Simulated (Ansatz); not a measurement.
# ClF2H2HfN: molecular dynamics

Aim: follow the molecule's vibrations and see whether its bonds hold. The start is relaxed first. Runs: 300 steps of 0.25 fs under a Nosé-Hoover thermostat at 1000 K.

All numbers below are computed with Ansatz 0.2.0 (RHF/def2-SVP).

### Step 1. The system as given

Bond lengths: Hf1–N2 2.210 Å, N2–H3 1.060 Å, N2–H4 1.060 Å, Hf1–Cl5 2.520 Å, Hf1–F6 1.979 Å, Hf1–F7 1.979 Å. Angles: Hf1–N2–H3 120.0°, Hf1–N2–H4 120.0°, H3–N2–H4 120.0°, N2–Hf1–Cl5 109.5°, N2–Hf1–F6 109.5°, N2–Hf1–F7 109.5°, Cl5–Hf1–F6 109.5°, Cl5–Hf1–F7 109.5°, F6–Hf1–F7 109.5°.

As a file:

```xyz
7

Hf    0.0000    0.0000    0.0000
N     0.0000    0.0000    2.2100
H    -0.8770   -0.2713    2.7400
H     0.8770    0.2713    2.7400
Cl    2.3764    0.0000   -0.8392
F    -0.9326    1.6157   -0.6593
F    -0.9326   -1.6157   -0.6593
```

### Step 2. Preparing the start

File input.yaml:

```yaml
crystal:
  periodic: [false, false, false]
  atoms:
    - { symbol: Hf, position_ang: [0.0, 0.0, 0.0] }
    - { symbol: "N", position_ang: [0.0, 0.0, 2.21] }
    - { symbol: H, position_ang: [-0.877, -0.2713, 2.74] }
    - { symbol: H, position_ang: [0.877, 0.2713, 2.74] }
    - { symbol: Cl, position_ang: [2.3764, 0.0, -0.8392] }
    - { symbol: F, position_ang: [-0.9326, 1.6157, -0.6593] }
    - { symbol: F, position_ang: [-0.9326, -1.6157, -0.6593] }
basis:
  gaussian: { orbitals: def2-SVP }
hamiltonian:
  xc: hf
relax:
  f_tol: 0.02
  max_steps: 40
```

Launch:

```bash
> ansatz run input.yaml --threads 1 --pin off --max-ram 2048MiB --backend cpu --events-out ev --progress --plain --runs-dir out
```

Output, shortened:

```text
Warning: RAYON_NUM_THREADS=1 ignored (pool sized by the plan → 1); use --threads N
[...]
Functional definition: HF
[...]
1060 factors; integrals over basis functions are off by at most 2.8e-4 eV
[...]
mean field -20718.37206478 eV, -761.3861299636 hartree, gradient 8.7e-5 eV, S^2 0.000000; 0 other end points of the search recorded, 0 dependent functions left out
[...]
reference -20718.37206478 eV, -761.3861299636 hartree; 28, 28 occupied and 74, 74 virtual orbitals, 1060 factors
relax step   1: F+E_penalty+E_count = -20718.37206478 eV  Δ(F+E_penalty+E_count) = +0.000e0 eV  max|allowed force component| = 2.421e0 eV/Å  Δτ_max = 0.0000 Å  (39 SCF iters, accepted)
[...]
relax step   4: F+E_penalty+E_count = -20719.22183478 eV  Δ(F+E_penalty+E_count) = -3.738e-3 eV  max|allowed force component| = 2.664e-2 eV/Å  Δτ_max = 0.0330 Å  (38 SCF iters, accepted)
[...]
relax step   7: F+E_penalty+E_count = -20719.22558897 eV  Δ(F+E_penalty+E_count) = -2.452e-3 eV  max|allowed force component| = 3.734e-2 eV/Å  Δτ_max = 0.0667 Å  (38 SCF iters, accepted)
[...]
relax step  10: F+E_penalty+E_count = -20719.23127374 eV  Δ(F+E_penalty+E_count) = -3.433e-3 eV  max|allowed force component| = 8.553e-2 eV/Å  Δτ_max = 0.0640 Å  (39 SCF iters, accepted)
[...]
relax step  11: F+E_penalty+E_count = -20719.23449273 eV  Δ(F+E_penalty+E_count) = -3.219e-3 eV  max|allowed force component| = 1.260e-1 eV/Å  Δτ_max = 0.0728 Å  (38 SCF iters, accepted)
[...]
relax step  12: F+E_penalty+E_count = -20719.23693435 eV  Δ(F+E_penalty+E_count) = -2.442e-3 eV  max|allowed force component| = 3.144e-1 eV/Å  Δτ_max = 0.1097 Å  (38 SCF iters, accepted)
[...]
```

### Step 3. The output, continued: start relaxed

Output, continued, shortened:

```text
1060 factors; integrals over basis functions are off by at most 3.4e-4 eV
mean field -20719.24788236 eV, -761.4183156662 hartree, gradient 1.1e-5 eV, S^2 0.000000; 0 other end points of the search recorded, 0 dependent functions left out
[...]
reference -20719.24788236 eV, -761.4183156662 hartree; 28, 28 occupied and 74, 74 virtual orbitals, 1060 factors
relax step  13: F+E_penalty+E_count = -20719.24788236 eV  Δ(F+E_penalty+E_count) = -1.095e-2 eV  max|allowed force component| = 8.100e-2 eV/Å  Δτ_max = 0.1687 Å  (37 SCF iters, accepted)
[...]
relax step  19: F+E_penalty+E_count = -20719.25469534 eV  Δ(F+E_penalty+E_count) = -2.338e-4 eV  max|allowed force component| = 9.062e-2 eV/Å  Δτ_max = 0.0488 Å  (38 SCF iters, accepted)
[...]
reference -20719.25500853 eV, -761.4185775481 hartree; 28, 28 occupied and 74, 74 virtual orbitals, 1060 factors
Total energy: -20719.25500853 eV, -761.4185775481 hartree
Atom 0 at     0.017307     0.013514     0.036843 Å, force     0.007459    -0.000759     0.005322 eV/Å
Atom 1 at    -0.009607     0.000239     2.058563 Å, force    -0.001932     0.000056    -0.000760 eV/Å
Atom 2 at    -0.134557    -0.810894     2.641471 Å, force     0.001182     0.000356    -0.001690 eV/Å
Atom 3 at     0.109992     0.801065     2.656595 Å, force    -0.001235     0.000388    -0.000846 eV/Å
Atom 4 at     2.245273    -0.266624    -0.798426 Å, force    -0.003888     0.000561    -0.000652 eV/Å
Atom 5 at    -0.652048     1.718495    -0.521259 Å, force     0.000106    -0.000125    -0.000317 eV/Å
Atom 6 at    -1.065160    -1.455795    -0.541586 Å, force    -0.001691    -0.000477    -0.001059 eV/Å
Dipole moment:    -0.107639     0.007686     0.613519 e Å
```

Run time: 63 s. Hardware: 1 thread of Arm Neoverse V1, shared host; peak memory 0.2 GiB.

Step by step:

| step | energy from step 1 (eV) | largest force component (eV/Å) |
| --- | --- | --- |
| 1 | 0.0000 | 2.4206 |
| 2 | -0.6233 | 3.3220 |
| 3 | -0.8460 | 0.2855 |
| 4 | -0.8498 | 0.0266 |
| 5 | -0.8511 | 0.0373 |
| 6x | -0.8373 | 0.8621 |
| 7 | -0.8535 | 0.0373 |
| 8 | -0.8558 | 0.1575 |
| 9x | -0.8517 | 0.5877 |
| 10 | -0.8592 | 0.0855 |
| 11 | -0.8624 | 0.1260 |
| 12 | -0.8649 | 0.3144 |
| 13 | -0.8758 | 0.0810 |
| 14 | -0.8799 | 0.0312 |
| 15x | -0.8565 | 0.9782 |
| 16 | -0.8820 | 0.0087 |
| 17x | -0.8807 | 0.2965 |
| 18 | -0.8824 | 0.0439 |
| 19 | -0.8826 | 0.0906 |
| 20 | -0.8829 | 0.0075 |

Step 1 is the start. 4 steps were tried and not accepted (6, 9, 15, 17; marked x where the table lists them).

After: Bond lengths: Hf1–N2 2.022 Å, N2–H3 1.007 Å, N2–H4 1.007 Å, Hf1–Cl5 2.396 Å, Hf1–F6 1.915 Å, Hf1–F7 1.914 Å. Angles: Hf1–N2–H3 125.9°, Hf1–N2–H4 126.0°, H3–N2–H4 108.2°, N2–Hf1–Cl5 111.1°, N2–Hf1–F6 107.0°, N2–Hf1–F7 106.8°, Cl5–Hf1–F6 109.1°, Cl5–Hf1–F7 109.3°, F6–Hf1–F7 113.4°.

### Step 4. Dynamics

300 steps of 0.25 fs under a Nosé-Hoover thermostat at 1000 K, from the relaxed start.

File input.yaml:

```yaml
crystal:
  periodic: [false, false, false]
  atoms:
    - { symbol: Hf, position_ang: [0.017307, 0.013514, 0.036843] }
    - { symbol: "N", position_ang: [-0.009607, 0.000239, 2.058563] }
    - { symbol: H, position_ang: [-0.134557, -0.810894, 2.641471] }
    - { symbol: H, position_ang: [0.109992, 0.801065, 2.656595] }
    - { symbol: Cl, position_ang: [2.245273, -0.266624, -0.798426] }
    - { symbol: F, position_ang: [-0.652048, 1.718495, -0.521259] }
    - { symbol: F, position_ang: [-1.06516, -1.455795, -0.541586] }
basis:
  gaussian: { orbitals: def2-SVP }
hamiltonian:
  xc: hf
md:
  timestep: 0.25
  n_steps: 300
  ensemble: nvt_nose_hoover
  temperature: 1000.0
  initial_velocities: maxwell_boltzmann
  seed: 487957
```

Launch:

```bash
> ansatz run input.yaml --threads 1 --pin off --max-ram 2048MiB --backend cpu --events-out ev --progress --plain --runs-dir out
```

Output, shortened:

```text
Warning: RAYON_NUM_THREADS=1 ignored (pool sized by the plan → 1); use --threads N
[...]
[... 1 set-up line as earlier in the session ...]
[...]
1058 factors; integrals over basis functions are off by at most 3.2e-4 eV
[...]
mean field -20719.25500899 eV, -761.4185775648 hartree, gradient 2.4e-5 eV, S^2 0.000000; 0 other end points of the search recorded, 0 dependent functions left out
[...]
reference -20719.25500899 eV, -761.4185775648 hartree; 28, 28 occupied and 74, 74 virtual orbitals, 1058 factors
md step     0: t =     0.00 fs  T =  1000.0 K  F+E_penalty+E_count = -20719.25500899 eV  E_kin = 0.646300 eV  conserved = -20718.60870899 eV  (35 SCF iters)
[...]
md step    20: t =     5.00 fs  T =   813.3 K  F+E_penalty+E_count = -20719.13380349 eV  E_kin = 0.525655 eV  conserved = -20718.60828502 eV  (39 SCF iters)
[...]
md step    40: t =    10.00 fs  T =   620.1 K  F+E_penalty+E_count = -20719.00821179 eV  E_kin = 0.400758 eV  conserved = -20718.60817060 eV  (38 SCF iters)
[...]
md step    60: t =    15.00 fs  T =   462.1 K  F+E_penalty+E_count = -20718.90467758 eV  E_kin = 0.298659 eV  conserved = -20718.60787739 eV  (27 SCF iters)
[...]
md step    80: t =    20.00 fs  T =   529.1 K  F+E_penalty+E_count = -20718.94597778 eV  E_kin = 0.341940 eV  conserved = -20718.60782083 eV  (40 SCF iters)
md step    81: t =    20.25 fs  T =   554.8 K  F+E_penalty+E_count = -20718.96263968 eV  E_kin = 0.358545 eV  conserved = -20718.60799147 eV  (40 SCF iters)
```

### Step 5. The log goes on: dynamics from the start

Output, continued, shortened:

```text
md step    82: t =    20.50 fs  T =   587.4 K  F+E_penalty+E_count = -20718.98382330 eV  E_kin = 0.379639 eV  conserved = -20718.60820333 eV  (40 SCF iters)
[...]
md step   107: t =    26.75 fs  T =   666.4 K  F+E_penalty+E_count = -20719.03141546 eV  E_kin = 0.430681 eV  conserved = -20718.60869379 eV  (39 SCF iters)
[...]
md step   132: t =    33.00 fs  T =   303.5 K  F+E_penalty+E_count = -20718.79185116 eV  E_kin = 0.196176 eV  conserved = -20718.60790879 eV  (41 SCF iters)
[...]
md step   157: t =    39.25 fs  T =   286.7 K  F+E_penalty+E_count = -20718.77851618 eV  E_kin = 0.185291 eV  conserved = -20718.60864008 eV  (29 SCF iters)
[...]
md step   182: t =    45.50 fs  T =   299.9 K  F+E_penalty+E_count = -20718.78220041 eV  E_kin = 0.193825 eV  conserved = -20718.60807064 eV  (39 SCF iters)
md step   183: t =    45.75 fs  T =   283.3 K  F+E_penalty+E_count = -20718.77109995 eV  E_kin = 0.183103 eV  conserved = -20718.60790552 eV  (39 SCF iters)
md step   184: t =    46.00 fs  T =   275.5 K  F+E_penalty+E_count = -20718.76572640 eV  E_kin = 0.178041 eV  conserved = -20718.60779957 eV  (40 SCF iters)
```

### Step 6. The output, continued: dynamics from the start

The log, continued, shortened:

```text
md step   185: t =    46.25 fs  T =   279.0 K  F+E_penalty+E_count = -20718.76775053 eV  E_kin = 0.180290 eV  conserved = -20718.60777994 eV  (40 SCF iters)
[...]
md step   206: t =    51.50 fs  T =   357.5 K  F+E_penalty+E_count = -20718.81238295 eV  E_kin = 0.231035 eV  conserved = -20718.60808041 eV  (40 SCF iters)
[...]
md step   227: t =    56.75 fs  T =   327.2 K  F+E_penalty+E_count = -20718.78669148 eV  E_kin = 0.211501 eV  conserved = -20718.60855092 eV  (40 SCF iters)
[...]
md step   248: t =    62.00 fs  T =   281.3 K  F+E_penalty+E_count = -20718.75163584 eV  E_kin = 0.181790 eV  conserved = -20718.60848808 eV  (28 SCF iters)
[...]
md step   299: t =    74.75 fs  T =   761.7 K  F+E_penalty+E_count = -20719.03211158 eV  E_kin = 0.492276 eV  conserved = -20718.60846525 eV  (41 SCF iters)
[...]
md step   300: t =    75.00 fs  T =   769.1 K  F+E_penalty+E_count = -20719.03577062 eV  E_kin = 0.497076 eV  conserved = -20718.60842866 eV  (37 SCF iters)
Total energy: -20719.03577062 eV, -761.4105207036 hartree
Atom 0 at    -0.008079     0.008744     0.057603 Å, force     0.433853    -0.351198    -0.956659 eV/Å
Atom 1 at     0.084680    -0.129670     2.078483 Å, force     1.095495     0.871676    -0.740076 eV/Å
Atom 2 at    -0.573077    -0.618117     2.606314 Å, force    -1.321209    -0.946680     0.903144 eV/Å
Atom 3 at     0.812365     0.138661     2.720118 Å, force     0.058119     0.222693    -0.178426 eV/Å
Atom 4 at     2.226153    -0.155271    -0.800122 Å, force    -0.232276    -0.166012     0.223313 eV/Å
Atom 5 at    -0.436090     1.720447    -0.748888 Å, force    -0.315260    -0.411610     0.501912 eV/Å
Atom 6 at    -1.090457    -1.500021    -0.522019 Å, force     0.281278     0.781131     0.246792 eV/Å
Dipole moment:    -0.230973    -0.052525     0.741110 e Å
```

It took 13 min on 1 thread of Arm Neoverse V1, shared host; peak memory 0.2 GiB.

### Step 7. What the atoms did

The trajectory, every 12 steps (energies from step 0):

| time (fs) | T (K) | potential energy change (meV/atom) | conserved energy change (meV/atom) |
| --- | --- | --- | --- |
| 0.0 | 1000 | 0.0 | 0.00 |
| 3.0 | 880 | 11.2 | 0.05 |
| 6.0 | 680 | 29.7 | 0.11 |
| 9.0 | 740 | 24.1 | 0.00 |
| 12.0 | 619 | 35.4 | 0.04 |
| 15.0 | 462 | 50.0 | 0.12 |
| 18.0 | 641 | 33.5 | 0.01 |
| 21.0 | 653 | 32.7 | 0.02 |
| 24.0 | 528 | 44.5 | 0.12 |
| 27.0 | 645 | 34.0 | 0.01 |
| 30.0 | 574 | 40.8 | 0.01 |
| 33.0 | 304 | 66.2 | 0.11 |
| 36.0 | 294 | 67.3 | 0.03 |
| 39.0 | 280 | 68.7 | 0.01 |
| 42.0 | 168 | 79.4 | 0.11 |
| 45.0 | 343 | 63.5 | 0.04 |
| 48.0 | 456 | 53.4 | 0.01 |
| 51.0 | 334 | 65.3 | 0.10 |
| 54.0 | 354 | 64.0 | 0.05 |
| 57.0 | 330 | 66.7 | 0.02 |
| 60.0 | 167 | 82.3 | 0.11 |
| 63.0 | 243 | 75.7 | 0.06 |
| 66.0 | 371 | 64.3 | 0.03 |
| 69.0 | 397 | 62.8 | 0.10 |
| 72.0 | 607 | 44.7 | 0.07 |
| 75.0 | 769 | 31.3 | 0.04 |

time (fs), T (K) and a bar:
```
      0.0       1000 ##############################
      3.2        902 ##########################
      6.5        650 #################
      9.8        658 #################
     13.0        649 #################
     16.2        522 ############
     19.5        513 ############
     22.8        618 ################
     26.0        668 ##################
     29.2        515 ############
     32.5        332 #####
     35.8        324 #####
     39.2        287 ###
     42.5        208 
     45.8        283 ###
     49.0        427 ########
     52.2        407 ########
     55.5        250 ##
     58.8        202 
     62.0        281 ###
     65.2        308 ####
     68.5        367 ######
     71.8        613 ###############
     75.0        769 #####################
```

### Step 8. Frames from the trajectory

Positions (Å) and forces (eV/Å):

```xyz
7
time_fs=9.5 T=693 dE=0.1994
Hf    0.013    0.025    0.046   -0.922   -2.706   -1.293
N     0.016   -0.043    2.034   -0.809   -1.231   -0.324
H    -0.406   -0.827    2.521    0.244    0.347    0.041
H     0.394    0.599    2.665    0.524    0.942    1.202
Cl    2.209   -0.241   -0.798    0.368   -0.004   -0.062
F    -0.557    1.709   -0.576   -0.401    0.933   -0.223
F    -1.074   -1.555   -0.552    0.996    1.718    0.659
7
time_fs=18.8 T=573 dE=0.2796
Hf    0.005    0.024    0.050   -0.937   -2.136   -1.115
N     0.039   -0.085    2.047   -1.899   -1.451   -0.886
H    -0.589   -0.737    2.518    0.329    0.290   -0.261
H     0.589    0.318    2.724    1.496    1.238    1.744
Cl    2.181   -0.217   -0.799    0.558   -0.073   -0.090
F    -0.480    1.736   -0.637   -0.368    0.364    0.016
F    -1.042   -1.582   -0.535    0.821    1.768    0.593
7
time_fs=28.0 T=511 dE=0.3255
Hf   -0.006    0.015    0.049    0.245    0.699    0.245
N     0.055   -0.128    2.095   -2.992   -1.050   -2.696
H    -0.700   -0.635    2.560    0.571    0.296   -0.097
H     0.729    0.100    2.722    2.276    0.899    2.271
Cl    2.167   -0.195   -0.803    0.567   -0.182   -0.074
F    -0.419    1.776   -0.697   -0.288   -0.766    0.469
F    -0.979   -1.538   -0.495   -0.379    0.104   -0.118
7
time_fs=37.5 T=149 dE=0.5655
Hf   -0.017    0.009    0.048    1.894    3.216    1.303
N     0.059   -0.171    2.114   -3.161   -0.474   -2.430
H    -0.693   -0.513    2.705    0.165    0.061   -0.439
H     0.799   -0.044    2.691    2.900    0.703    1.982
Cl    2.165   -0.175   -0.808    0.453   -0.268   -0.004
F    -0.370    1.787   -0.739   -0.414   -1.081    0.621
F    -0.933   -1.493   -0.461   -1.837   -2.156   -1.033
7
time_fs=47.0 T=351 dE=0.4407
Hf   -0.020    0.016    0.054    1.188    0.692    0.437
N     0.055   -0.204    2.097   -2.208    0.092   -2.121
H    -0.674   -0.427    2.747   -0.047   -0.121    0.089
H     0.877   -0.053    2.566    2.316    0.478    1.600
Cl    2.175   -0.163   -0.813    0.263   -0.257    0.142
F    -0.339    1.752   -0.754   -0.622   -0.306    0.402
F    -0.960   -1.529   -0.467   -0.890   -0.578   -0.548
7
time_fs=56.2 T=301 dE=0.4849
Hf   -0.017    0.026    0.061    0.113   -2.823   -1.095
N     0.055   -0.209    2.055   -1.071    0.303   -0.674
H    -0.614   -0.413    2.758   -0.711   -0.304    0.282
H     0.880   -0.021    2.528    1.924    0.471    1.012
Cl    2.192   -0.156   -0.815    0.049   -0.199    0.263
F    -0.336    1.706   -0.753   -0.821    0.928   -0.041
F    -1.026   -1.590   -0.498    0.516    1.622    0.253
7
time_fs=65.5 T=336 dE=0.4724
Hf   -0.012    0.025    0.063   -0.129   -3.209   -1.743
N     0.067   -0.182    2.049   -0.238    0.482   -0.981
H    -0.628   -0.495    2.668   -0.787   -0.453    0.872
H     0.886    0.045    2.537    1.105    0.345    1.001
Cl    2.210   -0.154   -0.811   -0.133   -0.158    0.311
F    -0.369    1.695   -0.752   -0.747    0.941   -0.012
F    -1.076   -1.589   -0.521    0.929    2.052    0.552
7
time_fs=75.0 T=769 dE=0.2192
Hf   -0.008    0.009    0.058    0.434   -0.351   -0.957
N     0.085   -0.130    2.079    1.095    0.872   -0.740
H    -0.573   -0.618    2.606   -1.321   -0.947    0.903
H     0.812    0.139    2.720    0.058    0.223   -0.178
Cl    2.226   -0.155   -0.800   -0.232   -0.166    0.223
F    -0.436    1.720   -0.749   -0.315   -0.412    0.502
F    -1.091   -1.500   -0.522    0.281    0.781    0.247
```

### Step 9. Summary of results

```
                              quantity                          value
               relaxation of the start       15 moves, 0.883 eV lower
                                length           300 steps of 0.25 fs
      temperature, first and last step                 1000 and 769 K
              temperature, second half  mean 347 K, from 149 to 769 K
         potential energy, second half    +65 meV/atom from the start
largest change of the conserved energy                  0.14 meV/atom
                bonds formed or broken                              0
```

In words: Against a set 1000 K the second half averages 347 K with a spread of 141 K; 65 meV/atom has gone into potential energy, and a thermostat that acts over some 100 fs has not made it up in 75 fs. The conserved energy strays from its start by at most 0.14 meV/atom, 0.3 % of the mean kinetic energy, so a step of 0.25 fs is short enough over this time. The bonds all hold. Averages from a run of 75 fs with 7 atoms are rough. The nuclei move classically, without zero-point motion, which matters most for hydrogen.
